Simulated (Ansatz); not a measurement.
# Be3C2: one candidate structure

Where does Be3C2 go from the start given, corundum type (R-3c, No. 167)?

Computed with Ansatz 0.2.0 (DFT PBE, scalar-relativistic, plane waves, PAW, unless a step's input says otherwise).

1 further run of the same task is left out (set aside as unsound or not needed).

## (1) The system as given

Symmetry: R-3c, No. 167, trigonal system. The conventional cell has a = 4.609 Å, b = 4.609 Å, c = 12.582 Å, α = 90.00°, β = 90.00°, γ = 120.00°. Be (site symmetry 2) is surrounded by 4 C at 1.80 to 1.91 Å. Around C (site symmetry 3) lie 6 Be at 1.80 to 1.91 Å.

Structure file:

```cif
data_structure
_symmetry_space_group_name_H-M 'P 1'
_symmetry_Int_Tables_number 1
_cell_length_a 4.9669
_cell_length_b 4.9669
_cell_length_c 4.9669
_cell_angle_alpha 55.281
_cell_angle_beta 55.281
_cell_angle_gamma 55.281
_cell_volume 77.15
loop_
_atom_site_label
_atom_site_type_symbol
_atom_site_fract_x
_atom_site_fract_y
_atom_site_fract_z
_atom_site_occupancy
Be1 Be 0.05625 0.44375 0.75000 1
Be2 Be 0.75000 0.05625 0.44375 1
Be3 Be 0.44375 0.75000 0.05625 1
Be4 Be 0.94375 0.55625 0.25000 1
Be5 Be 0.25000 0.94375 0.55625 1
Be6 Be 0.55625 0.25000 0.94375 1
C1 C 0.85218 0.85218 0.85218 1
C2 C 0.64782 0.64782 0.64782 1
C3 C 0.14782 0.14782 0.14782 1
C4 C 0.35218 0.35218 0.35218 1
```

(A quick probe on a coarse mesh, which set the mesh and smearing, is not shown.)

## (3) Coarse relaxation

File input.yaml:

```yaml
crystal:
  lattice:
    - [2.3042890711, 1.3303819154, 4.1941521458]
    - [-2.3042890711, 1.3303819154, 4.1941521458]
    - [0.0, -2.660763831, 4.1941521458]
  atoms:
    - { symbol: Be, position: [0.05625, 0.44375, 0.75] }
    - { symbol: Be, position: [0.75, 0.05625, 0.44375] }
    - { symbol: Be, position: [0.44375, 0.75, 0.05625] }
    - { symbol: Be, position: [0.94375, 0.55625, 0.25] }
    - { symbol: Be, position: [0.25, 0.94375, 0.55625] }
    - { symbol: Be, position: [0.55625, 0.25, 0.94375] }
    - { symbol: C, position: [0.85218, 0.85218, 0.85218] }
    - { symbol: C, position: [0.64782, 0.64782, 0.64782] }
    - { symbol: C, position: [0.14782, 0.14782, 0.14782] }
    - { symbol: C, position: [0.35218, 0.35218, 0.35218] }
basis:
  ecutwfc: 420
kpoints:
  mp_grid: { grid: [6, 6, 6] }
hamiltonian:
  xc: pbe
scf:
  occupations: { method: gaussian, width: 0.1 }
  lower_state_search: "off"
output:
  forces: true
  stress: true
  eigenvalues: true
relax:
  adjacent_minimum: "off"
  f_tol: 0.04
  max_steps: 70
  cell: { stress_tol: 0.4 }
```

The run is started by

```
> ansatz run input.yaml --threads 1 --pin off --max-ram 2560MiB --backend cpu --events-out ev --progress --plain --runs-dir out
```

The session goes on with these runs: full relaxation.

Before running it: what results should come out?

The runs gave:

Formation energies count from the elements, computed with the same settings in runs not shown here.

| quantity | value |
| --- | --- |
| cell (conventional) | a = 4.980 Å, b = 4.980 Å, c = 9.903 Å, α = 90.00°, β = 90.00°, γ = 120.00° |
| space group | R-3c (No. 167) |
| volume | 7.09 Å³/atom |
| gap on the mesh | none (metal) |
| formation energy from the elements | +0.235 eV/atom |

In words: The space group stayed R-3c, and from the first guess the volume went from 7.71 to 7.09 Å³/atom. The formation energy of +0.24 eV/atom is positive, so the elements lie lower than this structure; another structure of the compound can lie lower.
